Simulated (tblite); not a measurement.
# C5H11Al: the cost of one run

Programs: tblite 0.8.0 and PySCF 2.14.0, with density-fitted response routines of our own. Each step states its level of theory. These are calculated values for one molecule, in the gas phase or a continuum, unless marked as measured. Atoms count from 0, in the outputs and in this text.

## (1) The molecule as given

17 atoms, charge 0, multiplicity 1; geometry from: force field or distance geometry start.

Bonds of the start (Å): Al0–C1 1.99, C1–C2 1.49, C2–C3 1.50, C3–C4 1.51, C4–C5 1.50, C5–C1 1.50, Al0–H6 1.60, Al0–H7 1.60, C1–H8 1.09, C2–H9 1.10, C2–H10 1.13, C3–H11 1.10, C3–H12 1.14, C4–H13 1.11, C4–H14 1.11, C5–H15 1.09, C5–H16 1.11.

## (2) Geometry optimisation with GFN2-xTB

What the job is given:

```
{"job": {"kind": "relax", "xc": "GFN2-xTB", "basis": "xTB"}, "charge": 0, "multiplicity": 1}
Al     2.330700    -0.133800     0.671700
C      0.747100     0.287600    -0.463700
C     -0.163300     1.306200     0.136500
C     -1.415800     0.562700     0.508200
C     -1.447300    -0.718400    -0.284700
C     -0.020000    -0.992200    -0.659300
H      3.761000     0.359900     0.140800
H      2.244100    -1.450200     1.584600
H      1.092500     0.656800    -1.432000
H      0.298900     1.775400     1.014000
H     -0.372100     2.127300    -0.605200
H     -2.288200     1.209400     0.340600
H     -1.322800     0.258100     1.600700
H     -2.121500    -0.664100    -1.163300
H     -1.776900    -1.534600     0.384600
H      0.001200    -1.239500    -1.722900
H      0.445300    -1.798400    -0.060400
```

Launch:

```
$ OMP_NUM_THREADS=1 python probes_run.py task.json out
```

The driver reads the jobs from task.json and runs them one after another.

**Question.** How long does this first job take on 1 thread of Intel Xeon at 2.50GHz, shared host, and how much memory does it need?

About 2.5 s, with a peak of 0.18 GiB.
